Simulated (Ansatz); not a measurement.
# C3H6GeO: up Jacob's ladder to CCSD(T)

The task here is to estimate one member of a computed series from the others.

Program: Ansatz 0.2.0, Gaussian basis. Level of theory: functionals in def2-TZVPP, the program's frozen cores in correlated methods. These are calculated values, not measurements.

Plan: PBE-D4, r2SCAN-D4, PBE0-D4, B3LYP-D4, ωB97X-V, ωB97M-V, B2PLYP; CCSD(T)/def2-TZVPP; MP2/def2-QZVPP; extrapolation to the limit.

### The relaxed structure

The geometry comes from an earlier relaxation with PBE0-D4 in a triple-zeta def2 set; it is a stationary point, not always the lowest conformer.

SMILES `C#C[O][GeH2][CH3]`, 11 atoms, charge 0, spin multiplicity 1.

Atoms are counted from 1 here; the program's logs count them from 0.

Bond lengths: C1–C2 1.203 Å, C1–H6 1.062 Å, C2–O3 1.285 Å, O3–Ge4 1.835 Å, Ge4–C5 1.934 Å, Ge4–H7 1.532 Å, Ge4–H8 1.536 Å, C5–H9 1.091 Å, C5–H10 1.090 Å, C5–H11 1.091 Å. Angles: C2–C1–H6 178.2°, C1–C2–O3 179.7°, C2–O3–Ge4 117.3°, O3–Ge4–C5 106.9°, O3–Ge4–H7 101.5°, O3–Ge4–H8 105.6°, C5–Ge4–H7 115.1°, C5–Ge4–H8 113.6°, H7–Ge4–H8 112.7°, Ge4–C5–H9 109.1°, Ge4–C5–H10 110.2°, Ge4–C5–H11 110.2°, H9–C5–H10 109.2°, H9–C5–H11 109.0°, H10–C5–H11 109.1°.

The first run:

in.yaml

```yaml
crystal:
  periodic: [false, false, false]
  atoms:
    - {symbol: C, position_ang: [-0.070328, 1.714700, 2.058708]}
    - {symbol: C, position_ang: [0.310873, 0.633448, 1.695631]}
    - {symbol: O, position_ang: [0.725268, -0.519647, 1.309397]}
    - {symbol: Ge, position_ang: [-0.093895, -1.260402, -0.155607]}
    - {symbol: C, position_ang: [0.084613, 0.010001, -1.602530]}
    - {symbol: H, position_ang: [-0.390838, 2.665061, 2.407541]}
    - {symbol: H, position_ang: [0.701349, -2.558333, -0.327997]}
    - {symbol: H, position_ang: [-1.549084, -1.509985, 0.266807]}
    - {symbol: H, position_ang: [-0.329908, 0.968841, -1.289143]}
    - {symbol: H, position_ang: [1.135407, 0.141156, -1.860605]}
    - {symbol: H, position_ang: [-0.458159, -0.341939, -2.481502]}
basis:
  gaussian: {orbitals: def2-TZVPP}
hamiltonian: {xc: pbe, dispersion: d4}
output: {forces: true, orbitals: {seedname: orbitals}}
```

On the command line:

```console
$ ansatz run in.yaml --threads 4 --pin off --events-out ev --progress --plain --max-ram 10444MiB
```

Among the steps run: PBE-D4 (GGA); r2SCAN-D4 (meta-GGA); PBE0-D4 (hybrid); B3LYP-D4 (hybrid); ωB97X-V (range-separated); ωB97M-V (range-separated); B2PLYP (double hybrid); CCSD(T) in def2-TZVPP; MP2 in def2-QZVPP.

One table of the session follows, with a row left open; its other results are not shown here.

```
            method  atomisation energy (kJ/mol)
            PBE-D4                            ?
         r2SCAN-D4                       4180.1
           PBE0-D4                       4172.4
          B3LYP-D4                       4157.9
           ωB97X-V                       4171.2
           ωB97M-V                       4164.4
            B2PLYP                       4129.1
     HF/def2-TZVPP                       2979.2
    MP2/def2-TZVPP                       4155.8
   CCSD/def2-TZVPP                       4000.8
CCSD(T)/def2-TZVPP                       4073.3
           MP2/CBS                       4251.6
       CCSD(T)/CBS                       4169.1
```

Estimate the missing values for PBE-D4.

**Answer.** atomisation energy (kJ/mol): 4262.2. In the column «atomisation energy (kJ/mol)» it is the highest.

Among the levels timed on like hardware and quicker than the yardstick, those that no quicker one beats, quickest first: PBE-D4 (2.2 s, +93.1 kJ/mol); PBE0-D4 (2.8 s, +3.3 kJ/mol); ωB97X-V (7 s, +2.0 kJ/mol).

B2PLYP carry no dispersion term (for B3LYP, D4 adds 34.0 kJ/mol).

To keep in mind: Free atoms (3 C, 1 O, 1 Ge, 6 H) were run apart at each level; the atomisation energy is their sum less the molecule, without zero-point or spin-orbit terms.
